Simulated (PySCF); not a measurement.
# F3Tm (TmF3): the cost of one run

Computed with PySCF 2.14.0 and routines of our own; the level stands in each step. Atoms count from 0.

## Step 1: The system as given

4 atoms, charge 0, states of the metal's open shell are computed; geometry from: model geometry, bond lengths from ionic radii.

## Step 2: Ligand-field states: state-averaged CASSCF

The job: settings as JSON, then the geometry in Å.

```
{"job": {"kind": "lf", "basis": {"metal": "x2c-TZVPall", "ligand": "x2c-SVPall"}, "nevpt": true}, "charge": 0, "metal": "Tm", "open_shell": "f12"}
Tm     0.000000     0.000000     0.000000
F      2.000000     0.000000     0.000000
F     -1.000000     1.732051     0.000000
F     -1.000000    -1.732051     0.000000
```

With the program's defaults for keys left out, this is: state-averaged CASSCF of the metal f shell, SC-NEVPT2 on the averaged canonical orbitals, state-interaction spin-orbit coupling.

The run is started by

```bash
OMP_NUM_THREADS=1 python lf_run.py task.json out
```

The driver reads the jobs from task.json and runs them one after another.

Q: Estimate the wall time and peak memory of this first job on 1 thread of Arm Neoverse V2, shared host.

About 26 s, with a peak of 0.36 GiB.
